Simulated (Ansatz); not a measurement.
HfB2, space group P6/mmm, a convergence test of the plane-wave cutoff

Program: Ansatz 0.2.0, Python API.

Notebook, run cell by cell (the value of a cell's last expression is shown):

**Cell 1**
```python
import csv

import ansatz as az
```

**Cell 2**
```python
lattice = az.Lattice.of(
    (3.14, 0.0, 0.0),
    (-1.57, 2.71932, 0.0),
    (0.0, 0.0, 3.48),
)
sites = [
    ("Hf", (0.0, 0.0, 0.0)),
    ("B", (1 / 3, 2 / 3, 0.5)),
    ("B", (2 / 3, 1 / 3, 0.5)),
]
structure = az.Crystal(lattice=lattice)
for symbol, position in sites:
    structure = structure.atom(symbol, position)
```

**Cell 3**
```python
structure.resolved().tree()["lattice"]
```
Output:
```text
((3.14, 0.0, 0.0), (-1.57, 2.71932, 0.0), (0.0, 0.0, 3.48))
```

**Cell 4**
```python
model = (
    structure.calculation()
    .occupations(az.OccupationsMethod.METHFESSEL_PAXTON)
    .functional(az.Functional.R2SCAN, dispersion="d3bjatm")
    .kpoints(mesh=(8, 8, 7), center="monkhorst-pack")
    .scf(tolerance=1e-08)
    .stress()
)
```

**Cell 5**
```python
rows = []
for value in [250, 300, 350, 400]:
    r = model.basis(value).run(threads=1).report
    rows.append((value, r["free_energy_ev"] / len(r["lattice"]["sites"]), r["n_iterations"], sum(r["stress_gpa"][i][i] for i in range(3)) / 3, r["n_pw"]))
```
Output:
```text
DeckWarning: basis.ecutwfc = 250 eV is below the records' recommended 500 eV, and the density's cutoff is lower with it unless basis.ecutrho_ratio is high enough to keep the records' density cutoff: compare with a run at a higher cutoff
DeckWarning: crystal.symmetry: narrowed to the stabiliser of the k-point mesh — unitary ops 24 → 8; excluded 16 operations that carry a point of the 8×8×7 mesh (shift [0.5, 0.5, 0]) off the mesh (the run samples exactly the mesh kpoints.mp_grid names, as under crystal.symmetry.detect: false, and its converged state has the mesh's symmetry, not the crystal's; ε∞, the Born charges and the force [...]
DeckWarning: output.stress: scf.convergence.dr2_threshold = 1e-8 eV is looser than the 3e-10 eV advised for a printed stress (1e-10 eV for each atom of the cell: 3). What an SCF threshold leaves in a stress goes as its square root, and in the free energy as the threshold itself, and one threshold admits the most on a small cell: of the crystals measured, under no hybrid functional and no lock of [...]
DeckWarning: basis.ecutwfc = 300 eV is below the records' recommended 500 eV, and the density's cutoff is lower with it unless basis.ecutrho_ratio is high enough to keep the records' density cutoff: compare with a run at a higher cutoff
DeckWarning: basis.ecutwfc = 350 eV is below the records' recommended 500 eV, and the density's cutoff is lower with it unless basis.ecutrho_ratio is high enough to keep the records' density cutoff: compare with a run at a higher cutoff
DeckWarning: basis.ecutwfc = 400 eV is below the records' recommended 500 eV, and the density's cutoff is lower with it unless basis.ecutrho_ratio is high enough to keep the records' density cutoff: compare with a run at a higher cutoff
```

**Cell 6**
```python
with open("ecut.csv", "w", newline="") as handle:
    writer = csv.writer(handle)
    writer.writerow(["cutoff (eV)", "F/atom (eV)", "iterations", "P (GPa)", "plane waves"])
    writer.writerows([round(v, 5) if isinstance(v, float) else v for v in row] for row in rows)
```

**Cell 7**
```python
# the last row is the reference
for row in rows[:-1]:
    shift = 1000 * (row[1] - rows[-1][1])
    print(f"{row[0]}: {shift:+.2f} meV/atom" + ("  (within 5 meV)" if abs(shift) < 5 else ""))
```
Output:
```text
250: +453.62 meV/atom
300: +71.28 meV/atom
350: +9.08 meV/atom
```

It writes `ecut.csv`:
```csv
cutoff (eV),F/atom (eV),iterations,P (GPa),plane waves
250,-5349.47768,8,-1.6375,243
300,-5349.86002,8,-1.78118,363
350,-5349.92222,7,-2.46805,443
400,-5349.9313,7,-2.45272,563
```

The run is spin-unpolarised. Dispersion corrections can be off by several per cent in the lattices of metals, and by several GPa in the pressure at a fixed cell. For a metal this k-point mesh is coarse: on a finer one energies can move by several to tens of meV an atom and pressures by half a GPa or more, differences at one mesh by less. Pressure is positive in compression. Spin-orbit coupling, which matters for elements this heavy, is left out. The starting cell is as deposited in a crystallographic database; the results hold for this polymorph, which needn't be the stable one. Warnings are shown shortened and without file and line. Shifts are counted from the last row, which is itself no proven limit. Wall time of the script: 15 s on 1 thread of Arm Neoverse V2, with other jobs on the host, peak memory 0.46 GiB.

(Lines on the test bed's own set-up are left out of the output.)
